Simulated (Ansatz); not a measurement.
# Sb: stress in a strained cell

Aim: deform Sb (equal xy, yz and zx engineering shear strains of +3 %) and compute stress, forces and field gradients with LAPW, PAW and all-electron datasets made for the crystal.

Computed with Ansatz 0.2.0 (DFT PBEsol, scalar-relativistic, unless a step's input says otherwise).

**1. The structure to begin with**

It takes space group P6_3/mmc (No. 194, hexagonal). Conventional cell: a = 3.369 Å, b = 3.369 Å, c = 5.330 Å, α = 90.00°, β = 90.00°, γ = 120.00°. Around Sb (site symmetry -6m2) lie 12 Sb at 3.30 to 3.37 Å.

Structure file:

```
CELL_PARAMETERS angstrom
3.36900 0.00000 0.00000
-1.68450 2.91764 0.00000
0.00000 0.00000 5.33000
ATOMIC_POSITIONS crystal
Sb 0.33333 0.66667 0.25000
Sb 0.66667 0.33333 0.75000
```

Atoms are numbered in the order of the input: Sb1, Sb2.

**2. After the deformation**

Space group P6_3/mmc before, P-1 after.

**3. Full-potential LAPW**

input.yaml reads:

```yaml
crystal:
  lattice:
    - [3.3690001795, 0.0505350027, 0.0505350027]
    - [-1.6407354937, 2.8923722395, 0.0184970948]
    - [0.07995, 0.07995, 5.33]
  atoms:
    - { symbol: Sb, position: [0.3333333333, 0.6666666667, 0.25] }
    - { symbol: Sb, position: [0.6666666667, 0.3333333333, 0.75] }
kpoints:
  mp_grid: { grid: [12, 12, 7] }
  band_path:
    path:
      - [0.0, 0.0, 0.0]
      - [0.0, -0.5, 0.0]
      - [0.0, 0.0, 0.5]
      - [0.0, 0.0, 0.0]
      - [-0.5, 0.0, 0.0]
      - [-0.5, 0.5, -0.5]
      - [0.0, 0.0, 0.0]
      - [-0.5, 0.0, -0.5]
      - [-0.5, 0.5, 0.0]
    npoints: 5
scf:
  occupations: { method: fermi_dirac, width: 0.05 }
hamiltonian:
  xc: pbesol
  pseudopotentials: { kind: all_electron, lapw: { basis_error: 0.0005 } }
output:
  forces: true
  stress: true
  eigenvalues: true
```

The run is started by

```sh
$ ansatz run input.yaml --threads 1 --pin off --max-ram 3072MiB --backend cpu --events-out ev --progress --plain --runs-dir out
```

**4. PAW on the default files**

input.yaml reads:

```yaml
crystal:
  lattice:
    - [3.3690001795, 0.0505350027, 0.0505350027]
    - [-1.6407354937, 2.8923722395, 0.0184970948]
    - [0.07995, 0.07995, 5.33]
  atoms:
    - { symbol: Sb, position: [0.3333333333, 0.6666666667, 0.25] }
    - { symbol: Sb, position: [0.6666666667, 0.3333333333, 0.75] }
kpoints:
  mp_grid: { grid: [12, 12, 7] }
scf:
  occupations: { method: fermi_dirac, width: 0.05 }
hamiltonian:
  xc: pbesol
  pseudopotentials: { kind: paw }
output:
  forces: true
  stress: true
  eigenvalues: true
  efg: { contact_densities: true }
```

**5. All-electron PAW on datasets made for the crystal**

input.yaml, as its differences from that of step 4:

```diff
@@ -14,3 +14,3 @@
   xc: pbesol
-  pseudopotentials: { kind: paw }
+  pseudopotentials: { kind: all_electron, datasets: crystal }
 output:
```

(Steps that only read results are left out.)

Before running it: what results should come out? Wanted: pressure; largest shear or deviatoric stress.

The runs gave:

```
                                 quantity                                              value
                                 pressure  LAPW -0.09, PAW -0.10, crystal datasets -0.09 GPa
largest shear or deviatoric stress (LAPW)                                           0.57 GPa
```

In words: The largest part of the stress beyond the pressure is 0.57 GPa in size, in the zz component; the atoms are carried along and not relaxed. No run of the undeformed cell stands beside it, so the pressure holds what the given cell had before the change. PAW: stress within 0.01 GPa of LAPW, forces within 1 meV/Å. Crystal datasets: stress within 0.01 GPa of LAPW, forces within 1 meV/Å. Spin-orbit coupling is left out, though the cell holds Sb; in elements this heavy it can shift bands and gaps by tenths of an eV.
